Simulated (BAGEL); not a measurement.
# CH6BNO2 (SMILES COB(N)O), step by step

Wanted: a single-point energy (HF/6-31G*), then the energy (NEVPT2(2,2)/6-31G*), then the energy (CASPT2(2,2)/6-31G*) of CH6BNO2. 

The calculation is run with BAGEL 1.2.2.

2 further runs of the same task are left out: 2 set aside as unsound or not needed.

## (1) Starting point

CH6BNO2: 11 atoms, total charge 0, spin state singlet. SMILES: `COB(N)O`. One bond was lengthened or shortened from a relaxed shape.

Bond lengths: C1–O2 1.404 Å, O2–B3 1.581 Å, B3–N4 1.409 Å, B3–O5 1.372 Å, C1–H6 1.096 Å, C1–H7 1.091 Å, C1–H8 1.096 Å, N4–H9 1.002 Å, N4–H10 1.003 Å, O5–H11 0.959 Å. Some angles: C1–O2–B3 120.9°, O2–B3–N4 123.5°, O2–B3–O5 117.8°, N4–B3–O5 118.7°, O2–C1–H6 111.6°, O2–C1–H7 108.2°, O2–C1–H8 111.6°, B3–N4–H9 124.4°, B3–N4–H10 121.1°, B3–O5–H11 111.1°.

## (2) A single-point energy at HF/6-31G(d) (density fitting with svp-jkfit, spherical functions) (run 1)

job.json reads:

```json
{ "bagel": [

{
  "title": "molecule",
  "basis": "6-31gs.json",
  "df_basis": "svp-jkfit",
  "angstrom": "true",
  "geometry": [
    { "atom": "C", "xyz": [       0.743100,       0.942996,       1.312267 ] },
    { "atom": "O", "xyz": [      -0.417100,       0.193896,       1.061067 ] },
    { "atom": "B", "xyz": [      -0.644000,      -0.506700,      -0.338400 ] },
    { "atom": "N", "xyz": [       0.275800,      -0.431900,      -1.403700 ] },
    { "atom": "O", "xyz": [      -1.801000,      -1.223100,      -0.514800 ] },
    { "atom": "H", "xyz": [       0.830900,       1.793196,       0.625667 ] },
    { "atom": "H", "xyz": [       0.684000,       1.329996,       2.330167 ] },
    { "atom": "H", "xyz": [       1.646500,       0.327396,       1.230167 ] },
    { "atom": "H", "xyz": [       1.144100,       0.066300,      -1.366900 ] },
    { "atom": "H", "xyz": [       0.095200,      -0.890900,      -2.277500 ] },
    { "atom": "H", "xyz": [      -2.344100,      -1.201100,       0.275400 ] }
  ]
},

{
  "title": "hf"
},

{
  "title": "print",
  "file": "orbitals.molden",
  "orbitals": "true"
}

]}
```

The basis set 6-31G* is read from a file made from the Basis Set Exchange's data (not shown).

Command:

```
$ BAGEL_NUM_THREADS=1 BAGEL job.json > job.out
```

The log of the run:

```text
* using 1 threads per process

  ===============================================================
  ===============================================================

  *** Geometry ***

  { "atom" : "C", "xyz" : [      1.404255,      1.782004,      2.479825 ] },
  { "atom" : "O", "xyz" : [     -0.788205,      0.366410,      2.005126 ] },
  { "atom" : "B", "xyz" : [     -1.216984,     -0.957524,     -0.639483 ] },
  { "atom" : "N", "xyz" : [      0.521186,     -0.816173,     -2.652609 ] },
  { "atom" : "O", "xyz" : [     -3.403397,     -2.311324,     -0.972831 ] },
  { "atom" : "H", "xyz" : [      1.570173,      3.388649,      1.182339 ] },
  { "atom" : "H", "xyz" : [      1.292573,      2.513328,      4.403377 ] },
  { "atom" : "H", "xyz" : [      3.111434,      0.618689,      2.324679 ] },
  { "atom" : "H", "xyz" : [      2.162036,      0.125289,     -2.583067 ] },
  { "atom" : "H", "xyz" : [      0.179902,     -1.683557,     -4.303851 ] },
  { "atom" : "H", "xyz" : [     -4.429707,     -2.269750,      0.520431 ] },

  Number of auxiliary basis functions:      489

  Since a DF basis is specified, we compute 2- and 3-index integrals:
    o Being stored without compression. Storage requirement is 0.026 GB

  Number of basis functions:       82
  Number of electrons      :       40

    * METHOD: MOLECULE                             0.26

  *** RHF ***

  === Nuclear Repulsion ===
   170.2867825767

      * DIIS with orbital gradients will be used.

  === RHF iteration (6-31gs.json) ===
      0       -270.02906176          0.02434558           0.08
      1       -270.24770757          0.01364579           0.07
      2       -270.32813365          0.00174758           0.07
      3       -270.32972283          0.00062888           0.07
      4       -270.32990516          0.00011281           0.07
      5       -270.32991262          0.00003005           0.07
      6       -270.32991333          0.00001349           0.07
      7       -270.32991349          0.00000429           0.07
      8       -270.32991350          0.00000144           0.07
      9       -270.32991350          0.00000051           0.07
     10       -270.32991350          0.00000027           0.07
     11       -270.32991350          0.00000007           0.07
     12       -270.32991350          0.00000003           0.07
     13       -270.32991350          0.00000001           0.07
     14       -270.32991350          0.00000000           0.07
    * SCF iteration converged.

    * Permanent dipole moment:
           (   -0.592086,    -0.217605,     0.273012) a.u.

    * METHOD: HF                                   1.30

    * METHOD: PRINT                                0.01

  ===============================================================
```

Run time: 1.8 s. Hardware: 1 thread of Arm Neoverse V1, shared host; peak memory 0.15 GiB.

## (3) A single-point energy at NEVPT2(2,2)/6-31G(d) (density fitting with svp-jkfit, spherical functions) (run 2)

input.json reads:

```json
{ "bagel": [

{
  "title": "molecule",
  "basis": "6-31gs.json",
  "df_basis": "svp-jkfit",
  "angstrom": true,
  "geometry": [
    { "atom": "C", "xyz": [    0.743100,    0.942996,    1.312267 ] },
    { "atom": "O", "xyz": [   -0.417100,    0.193896,    1.061067 ] },
    { "atom": "B", "xyz": [   -0.644000,   -0.506700,   -0.338400 ] },
    { "atom": "N", "xyz": [    0.275800,   -0.431900,   -1.403700 ] },
    { "atom": "O", "xyz": [   -1.801000,   -1.223100,   -0.514800 ] },
    { "atom": "H", "xyz": [    0.830900,    1.793196,    0.625667 ] },
    { "atom": "H", "xyz": [    0.684000,    1.329996,    2.330167 ] },
    { "atom": "H", "xyz": [    1.646500,    0.327396,    1.230167 ] },
    { "atom": "H", "xyz": [    1.144100,    0.066300,   -1.366900 ] },
    { "atom": "H", "xyz": [    0.095200,   -0.890900,   -2.277500 ] },
    { "atom": "H", "xyz": [   -2.344100,   -1.201100,    0.275400 ] }
  ]
},
{
  "title": "hf"
},
{
  "title": "casscf",
  "nstate": 1,
  "nact": 2,
  "nclosed": 19,
  "active": [7, 30],
  "maxiter": 200,
  "natocc": true
},
{
  "title": "nevpt2",
  "nstate": 1,
  "nact": 2,
  "nclosed": 19,
  "active": [7, 30],
  "maxiter": 200,
  "natocc": true,
  "ncore": 5
},
{
  "title": "print",
  "file": "orbitals.molden",
  "orbitals": true
}

]}
```

The basis set 6-31G* is read from a file made from the Basis Set Exchange's data (not shown).

Command:

```
$ BAGEL_NUM_THREADS=1 BAGEL input.json > input.out
```

The log of the run:

```text
* using 1 threads per process

  ===============================================================
  ===============================================================

  *** Geometry ***

  { "atom" : "C", "xyz" : [      1.404255,      1.782004,      2.479825 ] },
  { "atom" : "O", "xyz" : [     -0.788205,      0.366410,      2.005126 ] },
  { "atom" : "B", "xyz" : [     -1.216984,     -0.957524,     -0.639483 ] },
[... 7 lines of this table left out ...]
  { "atom" : "H", "xyz" : [     -4.429707,     -2.269750,      0.520431 ] },

  Number of auxiliary basis functions:      489

  Since a DF basis is specified, we compute 2- and 3-index integrals:
    o Being stored without compression. Storage requirement is 0.026 GB

[... 18 lines left out ...]
    * SCF iteration converged.
[... 1 line left out ...]
    * Permanent dipole moment:
[... 27 lines left out ...]
    * Second-order optimization converged. *
[... 1 line left out ...]
     guess   0:   closed 1.                   open ..

  === FCI iteration ===

      0  0      -270.32955849     9.65e-02      0.00
      1  0      -270.34961079     4.03e-03      0.00
      2  0 *    -270.34967022     1.06e-15      0.00

     * ci vector, state   0, <S^2> = 0.0000
       2.     0.9946035519
       .2    -0.1037486118

    * METHOD: CASSCF                               7.34

    * freezing 5 orbitals

  === DF-NEVPT2 calculation ===

    * 3-index integral transformation done
    * assembly done

      NEVPT2 correlation energy:   -0.6952828365      0.22

          (+0)     -0.5969638037
          (+0)'    -0.0437494786
          (+1)     -0.0100265930
          (+1)'    -0.0000000000
          (+2)     -0.0004549845
          (-1)     -0.0387289261
          (-1)'     0.0000000000
          (-2)     -0.0053590507

      NEVPT2 total energy:       -271.0449530540

    * METHOD: NEVPT2                               0.38

    * METHOD: PRINT                                0.01

  ===============================================================
```

It took 9.6 s on 1 thread of Arm Neoverse V1, shared host; peak memory 0.15 GiB.

## (4) A single-point energy at CASPT2(2,2)/6-31G(d) (density fitting with svp-jkfit, spherical functions) (run 3)

job.json reads:

```json
{ "bagel" : [

{
  "title" : "molecule",
  "basis" : "6-31gs.json",
  "df_basis" : "svp-jkfit",
  "angstrom" : true,
  "geometry" : [
    { "atom" : "C", "xyz" : [    0.743100,    0.942996,    1.312267 ] },
    { "atom" : "O", "xyz" : [   -0.417100,    0.193896,    1.061067 ] },
    { "atom" : "B", "xyz" : [   -0.644000,   -0.506700,   -0.338400 ] },
    { "atom" : "N", "xyz" : [    0.275800,   -0.431900,   -1.403700 ] },
    { "atom" : "O", "xyz" : [   -1.801000,   -1.223100,   -0.514800 ] },
    { "atom" : "H", "xyz" : [    0.830900,    1.793196,    0.625667 ] },
    { "atom" : "H", "xyz" : [    0.684000,    1.329996,    2.330167 ] },
    { "atom" : "H", "xyz" : [    1.646500,    0.327396,    1.230167 ] },
    { "atom" : "H", "xyz" : [    1.144100,    0.066300,   -1.366900 ] },
    { "atom" : "H", "xyz" : [    0.095200,   -0.890900,   -2.277500 ] },
    { "atom" : "H", "xyz" : [   -2.344100,   -1.201100,    0.275400 ] }
  ]
},
{ "title" : "hf", "charge" : 0 },
{ "title" : "casscf", "nstate" : 1, "nact" : 2, "nclosed" : 19, "charge" : 0, "active" : [7, 30], "maxiter" : 200, "natocc" : true },
{ "title" : "print", "file" : "orbitals.molden", "orbitals" : true },
{ "title" : "smith", "method" : "caspt2", "ms" : true, "xms" : true, "sssr" : true, "shift" : 0.2, "shift_imag" : true, "ncore" : 5 }

]}
```

The basis set 6-31G* is read from a file made from the Basis Set Exchange's data (not shown).

Command:

```
$ BAGEL_NUM_THREADS=1 BAGEL job.json > job.out
```

The log of the run:

```text
* using 1 threads per process

  ===============================================================
  ===============================================================

  *** Geometry ***

  { "atom" : "C", "xyz" : [      1.404255,      1.782004,      2.479825 ] },
  { "atom" : "O", "xyz" : [     -0.788205,      0.366410,      2.005126 ] },
  { "atom" : "B", "xyz" : [     -1.216984,     -0.957524,     -0.639483 ] },
[... 7 lines of this table left out ...]
  { "atom" : "H", "xyz" : [     -4.429707,     -2.269750,      0.520431 ] },

  Number of auxiliary basis functions:      489

  Since a DF basis is specified, we compute 2- and 3-index integrals:
    o Being stored without compression. Storage requirement is 0.026 GB

[... 18 lines left out ...]
    * SCF iteration converged.
[... 1 line left out ...]
    * Permanent dipole moment:
[... 27 lines left out ...]
    * Second-order optimization converged. *
[... 9 lines left out ...]
     * ci vector, state   0, <S^2> = 0.0000
[... 16 lines left out ...]
    * Zeroth order energy : state  0       -1.3021013595
[... 4 lines left out ...]
       #      aibj      arbs      arbi      airj      risj      airs      arst      rist         Etot      error   time
[... 2 lines left out ...]
       0  -0.59694  -0.00634  -0.03910  -0.01117  -0.00060  -0.03801  -0.00000  -0.00000   -0.6921567  0.0024375   0.13
       1  -0.59748  -0.00642  -0.03946  -0.01150  -0.00065  -0.03920  -0.00000  -0.00000   -0.6947031  0.0004327   0.11
       2  -0.59755  -0.00643  -0.03940  -0.01152  -0.00065  -0.03927  -0.00000  -0.00000   -0.6948276  0.0000852   0.11
       3  -0.59755  -0.00643  -0.03940  -0.01151  -0.00066  -0.03929  -0.00000  -0.00000   -0.6948310  0.0000180   0.11
       4  -0.59755  -0.00643  -0.03940  -0.01150  -0.00066  -0.03930  -0.00000  -0.00000   -0.6948311  0.0000042   0.12
       5  -0.59755  -0.00643  -0.03940  -0.01150  -0.00066  -0.03930  -0.00000  -0.00000   -0.6948312  0.0000010   0.12

      ------------------------------------------------------------------------------------------------------------------

    * CASPT2 energy : state  0     -271.0471580477
        w/o shift correction       -271.0445013738
        reference weight              0.8308307245

    * METHOD: SMITH                                1.02

  ===============================================================
```

It took 10 s on 1 thread of Arm Neoverse V1, shared host; peak memory 0.24 GiB.

## (5) Outcome

```
                               quantity          value
         run 1, HF/6-31G*: total energy  -270.32991 Eh
        run 1, HF/6-31G*: dipole moment         1.75 D
          run 1, HF/6-31G*: HOMO energy      -11.24 eV
          run 1, HF/6-31G*: LUMO energy        5.87 eV
        run 1, HF/6-31G*: HOMO–LUMO gap       17.11 eV
run 2, NEVPT2(2,2)/6-31G*: total energy  -271.04495 Eh
run 3, CASPT2(2,2)/6-31G*: total energy  -271.04716 Eh
```
